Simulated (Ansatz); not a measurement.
# C3H10BNS: the cost of one run

Program: Ansatz 0.2.0. Level of theory: RKS B3LYP/6-31G. These are calculated values, not measurements.

### Step 1. The structure to begin with

Bond lengths (14 of 15 bonds, heavy atoms first): B1–C2 1.628 Å, C2–N3 1.437 Å, C2–S4 1.773 Å, C2–C5 1.544 Å, C5–C6 1.556 Å, B1–H7 1.154 Å, B1–H8 1.193 Å, N3–H9 1.059 Å, N3–H10 1.068 Å, S4–H11 1.452 Å, C5–H12 1.117 Å, C5–H13 1.151 Å, C6–H14 1.138 Å, C6–H15 1.108 Å. Angles (14 of 25 angles, heavy atoms first): B1–C2–N3 108.7°, B1–C2–S4 107.4°, B1–C2–C5 110.8°, N3–C2–S4 107.3°, N3–C2–C5 110.0°, S4–C2–C5 112.5°, C2–C5–C6 113.2°, C2–B1–H7 122.4°, C2–B1–H8 117.3°, C2–N3–H9 113.3°, C2–N3–H10 111.8°, C2–S4–H11 95.9°, C2–C5–H12 110.0°, C2–C5–H13 112.4°.

Coordinates:

```xyz
16

B     0.7244   -1.2021   -1.4992
C     0.2405   -0.5758   -0.0761
N     1.3898   -0.4173    0.7722
S    -0.8237   -1.7674    0.6926
C    -0.4535    0.7876   -0.2856
C    -0.8598    1.4794    1.0480
H     1.8370   -1.3810   -1.7498
H    -0.1034   -1.3390   -2.3472
H     2.1152    0.2433    0.3742
H     1.8960   -1.3445    0.9305
H    -1.8978   -1.6575   -0.2780
H     0.2450    1.4973   -0.7921
H    -1.4162    0.6985   -0.9093
H    -1.6165    0.8503    1.6201
H     0.0289    1.6279    1.6926
H    -1.3289    2.4776    0.8516
```

### Step 2. End point A

input.yaml reads:

```yaml
crystal:
  periodic: [false, false, false]
  atoms:
    - { symbol: B, position_ang: [0.7244, -1.2021, -1.4992] }
    - { symbol: C, position_ang: [0.2405, -0.5758, -0.0761] }
    - { symbol: "N", position_ang: [1.3898, -0.4173, 0.7722] }
    - { symbol: S, position_ang: [-0.8237, -1.7674, 0.6926] }
    - { symbol: C, position_ang: [-0.4535, 0.7876, -0.2856] }
    - { symbol: C, position_ang: [-0.8598, 1.4794, 1.048] }
    - { symbol: H, position_ang: [1.837, -1.381, -1.7498] }
    - { symbol: H, position_ang: [-0.1034, -1.339, -2.3472] }
    - { symbol: H, position_ang: [2.1152, 0.2433, 0.3742] }
    - { symbol: H, position_ang: [1.896, -1.3445, 0.9305] }
    - { symbol: H, position_ang: [-1.8978, -1.6575, -0.278] }
    - { symbol: H, position_ang: [0.245, 1.4973, -0.7921] }
    - { symbol: H, position_ang: [-1.4162, 0.6985, -0.9093] }
    - { symbol: H, position_ang: [-1.6165, 0.8503, 1.6201] }
    - { symbol: H, position_ang: [0.0289, 1.6279, 1.6926] }
    - { symbol: H, position_ang: [-1.3289, 2.4776, 0.8516] }
basis:
  gaussian: { orbitals: "6-31G" }
hamiltonian:
  xc: b3lyp
relax:
  f_tol: 0.015
  max_steps: 40
output:
  orbitals: {}
```

Command:

```bash
ansatz run input.yaml --threads 1 --pin off --max-ram 2048MiB --backend cpu --events-out ev --progress --plain --runs-dir out
```

**Question.** How long does this run take on 1 thread of an Arm CPU, shared host, and how much memory does it need?

About 2.8 min, with a peak of 0.18 GiB.
